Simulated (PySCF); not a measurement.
# [CuS2]-: relaxation and vibrations of the singlet

Where does singlet [CuS2]- go from a PBE0 minimum start, is the end point a minimum, and what are its modes, charges and moments?

Method: PBE0, basis Cu def2-SVPD, S def2-SVPD, no relativity, density fitting; program: PySCF 2.14.0.

**1. The starting structure**

3 atoms, charge -1, spin multiplicity 1.

Bond lengths: Cu1–S2 2.188 Å, Cu1–S3 2.188 Å, S2–S3 2.315 Å. Angles: S2–Cu1–S3 63.9°, Cu1–S2–S3 58.1°, Cu1–S3–S2 58.1°.

```xyz
3
charge -1 multiplicity 1
Cu    0.0000    0.0000   -0.9360
S     1.1576    0.0000    0.9211
S    -1.1576    0.0000    0.9211
```

**2. The SCF at the typed geometry**

One driver script runs all steps and calls PySCF; scf.py shows how it sets up the SCF of each step. The optimiser is the driver's own. After this first run the driver tries any further starts and a stability analysis.

Contents of scf.py:

```python
from pyscf import gto, scf, dft
mol = gto.M(atom='''
Cu     0.000000     0.000000    -0.935965
S      1.157605    -0.000000     0.921115
S     -1.157605     0.000000     0.921115''',
    basis={'Cu': 'def2-SVPD', 'S': 'def2-SVPD'},
    charge=-1, spin=0)
mf = dft.RKS(mol, xc='PBE0')
mf.grids.atom_grid = (50, 194)
aux = {'Cu': 'def2-universal-JKFIT', 'S': 'def2-universal-JKFIT'}
mf = mf.density_fit(auxbasis=aux)
mf.conv_tol = 1e-08
mf.diis_space = 10
mf.max_cycle = 60
mf.init_guess = 'minao'
mf.verbose = 4
mf.kernel()
```

Launch:

```bash
$ OMP_NUM_THREADS=2 python axn.py task.json out
```

Log (excerpt; [...] marks lines left out):

```text
[... the frontier levels of the middle cycles are left out ...]
init E= -2435.64430045592
  HOMO = -0.154971999341601  LUMO = -0.106419613659114  gap/eV = 1.32118
cycle= 1 E= -2434.55960691728  delta_E= 1.08  |g|= 2.98  |ddm|= 2.81
  HOMO = 0.05295451950093  LUMO = 0.0788356418974567  gap/eV = 0.70426
cycle= 2 E= -2428.2927600016  delta_E= 6.27  |g|= 4.55  |ddm|= 12.5
  HOMO = -0.0932917390775012  LUMO = -0.0119048095924246  gap/eV = 2.21465
cycle= 3 E= -2435.3374862389  delta_E= -7.04  |g|= 1.33  |ddm|= 12.5
cycle= 4 E= -2435.82361821294  delta_E= -0.486  |g|= 0.67  |ddm|= 2.77
cycle= 5 E= -2435.96338020687  delta_E= -0.14  |g|= 0.291  |ddm|= 0.926
cycle= 6 E= -2435.97831823371  delta_E= -0.0149  |g|= 0.063  |ddm|= 0.394
cycle= 7 E= -2435.97966213351  delta_E= -0.00134  |g|= 0.0267  |ddm|= 0.116
cycle= 8 E= -2435.97985255238  delta_E= -0.00019  |g|= 0.00796  |ddm|= 0.0478
cycle= 9 E= -2435.97987177467  delta_E= -1.92e-05  |g|= 0.00149  |ddm|= 0.0132
cycle= 10 E= -2435.9798728028  delta_E= -1.03e-06  |g|= 0.000265  |ddm|= 0.00406
cycle= 11 E= -2435.9798728785  delta_E= -7.57e-08  |g|= 7.73e-05  |ddm|= 0.00147
cycle= 12 E= -2435.97987288285  delta_E= -4.35e-09  |g|= 9.45e-06  |ddm|= 0.000422
  HOMO = -0.00742487852160778  LUMO = 0.0721241713156271  gap/eV = 2.16464
Extra cycle  E= -2435.97987288287  delta_E= -1.73e-11  |g|= 1.21e-05  |ddm|= 3.89e-05
converged SCF energy = -2435.97987288287
```

This step, with its further starts and checks, ran for 5 s (2 threads of Arm Neoverse N1, shared host).

No lower closed-shell solution turned up in the test of internal stability.

**3. Relaxation: PBE0 minimum start, singlet**

The program finds C2v symmetry in the start, which this walk keeps. The walk stops when the largest gradient is under 0.0003 Eh/bohr and the energy has settled too.

scf.py: that of step 2 with these lines changed.

```diff
@@ -4 +4 @@
-S      1.157605    -0.000000     0.921115
+S      1.157605     0.000000     0.921115
@@ -15 +14,0 @@
-mf.init_guess = 'minao'
```

The optimiser's trace:

| step | energy (Eh) | change (kJ/mol) | largest symmetric gradient (Eh/bohr) |
| --- | --- | --- | --- |
| 0 | -2435.979873 | 0.00 | 0.00006 |

The walk took 1.8 s.

End point (C2v, 0 steps, 0.0 kJ/mol gained): Cu–S 2.188 Å (×2), S–S 2.315 Å; Cu–S–S 58.1° (×2), S–Cu–S 63.9°.

**4. Vibrations and properties at this point**

On the finer grid the gradient is checked again; gradients at displacements of ±0.02 bohr then give force constants and infrared intensities.

scf.py: that of step 3 with these lines changed.

```diff
@@ -3,3 +3,3 @@
-Cu     0.000000     0.000000    -0.935965
-S      1.157605     0.000000     0.921115
-S     -1.157605     0.000000     0.921115''',
+Cu     0.000000     0.000000    -0.936053
+S      1.157589     0.000000     0.921159
+S     -1.157589     0.000000     0.921159''',
@@ -9 +9 @@
-mf.grids.atom_grid = (50, 194)
+mf.grids.atom_grid = (75, 302)
@@ -12 +12 @@
-mf.conv_tol = 1e-08
+mf.conv_tol = 1e-10
```

The driver hands on the density of the step before, so the log starts near convergence.

Log of the central SCF (cycles and frontier levels):

```text
init E= -2435.97999482799
  HOMO = -0.00741410124655317  LUMO = 0.0721136225280707  gap/eV = 2.16406
cycle= 1 E= -2435.97999482798  delta_E= 1.41e-11  |g|= 1.43e-05  |ddm|= 1.96e-05
  HOMO = -0.00741440560211704  LUMO = 0.0721144180304929  gap/eV = 2.16409
cycle= 2 E= -2435.97999482779  delta_E= 1.87e-10  |g|= 3.73e-05  |ddm|= 5.4e-05
  HOMO = -0.00741435469318663  LUMO = 0.0721137833167287  gap/eV = 2.16407
cycle= 3 E= -2435.97999482799  delta_E= -2.04e-10  |g|= 7.89e-07  |ddm|= 3.99e-05
  HOMO = -0.0074142511594486  LUMO = 0.072113805297163  gap/eV = 2.16407
cycle= 4 E= -2435.979994828  delta_E= -6.37e-12  |g|= 1e-07  |ddm|= 1.18e-06
  HOMO = -0.00741426274119839  LUMO = 0.0721138198190507  gap/eV = 2.16407
Extra cycle  E= -2435.97999482801  delta_E= -1.09e-11  |g|= 2.23e-07  |ddm|= 4.55e-07
converged SCF energy = -2435.97999482801
```

The whole step took 29 s.

Geometry: C2v; Cu–S 2.188 Å (×2), S–S 2.315 Å; Cu–S–S 58.1° (×2), S–Cu–S 63.9°.

Harmonic modes (main isotopes):

```
symmetry  ω (cm⁻¹)  IR (km/mol)
      a1       220         13.6
      b2       267          4.8
      a1       428         10.8
```

Every mode is real; the point is a minimum.

Properties at this point:

* Dipole moment about the centre of mass: 6.21 D
* Highest occupied level: -0.20 eV
* Lowest empty level: 1.96 eV
* Rotational constants: 0.1967, 0.1541, 0.08641 cm⁻¹
* Zero-point energy: 5.5 kJ/mol
* Principal polarisabilities: 73.5, 102.8, 103.6 bohr³
* Principal traceless quadrupole moments about the centre of mass: -7.61, 2.18, 5.43 D Å
* Entropy at 298.15 K and 1 bar: 290.5 J/(mol K)
* Heat capacity Cp at 298.15 K: 54.0 J/(mol K)
* Enthalpy at 298.15 K above 0 K: 13.27 kJ/mol
* Rotational symmetry number: 2

Charges (e) and bond orders:

```tsv
atom	Mulliken	Löwdin	polar tensor	Mayer order to Cu1
Cu1	0.07	0.14	0.25	–
S2,3	-0.54	-0.57	-0.62	0.79
```

Outer orbital energies (eV). occupied: -3.90, -3.82, -3.39, -2.85, -2.61, -2.03, -0.48, -0.20; empty: 1.96, 3.40, 4.30, 4.38.

Mulliken populations on Cu1: s 6.58, p 12.58, d 9.77, f 0.00.

**5. Would spin polarisation lower it?**

At the lowest minimum the closed shell is tested against spin polarisation, on the (50, 194) grid. It is stable.

**6. What came out**

```
                            quantity                                                            value
                             minimum                                                     singlet, C2v
                            geometry  Cu–S 2.188 Å (×2), S–S 2.315 Å; Cu–S–S 58.1° (×2), S–Cu–S 63.9°
                  wavenumbers (cm⁻¹)                                     220 (a1), 267 (b2), 428 (a1)
      dipole moment (centre of mass)                                                           6.21 D
highest occupied, lowest empty level                                                   -0.20, 1.96 eV
          polar-tensor charge of Cu1                                                          +0.25 e
                   zero-point energy                                                       5.5 kJ/mol
                 entropy at 298.15 K                                                  290.5 J/(mol K)
```

The PBE0 minimum start keeps its C2v symmetry and ends in a minimum. The strongest infrared band lies at 220 cm⁻¹ (a1). Other starts or spin states, not run here, may lie lower.

The search up to here ran for 40 s (2 threads of Arm Neoverse N1, shared host).
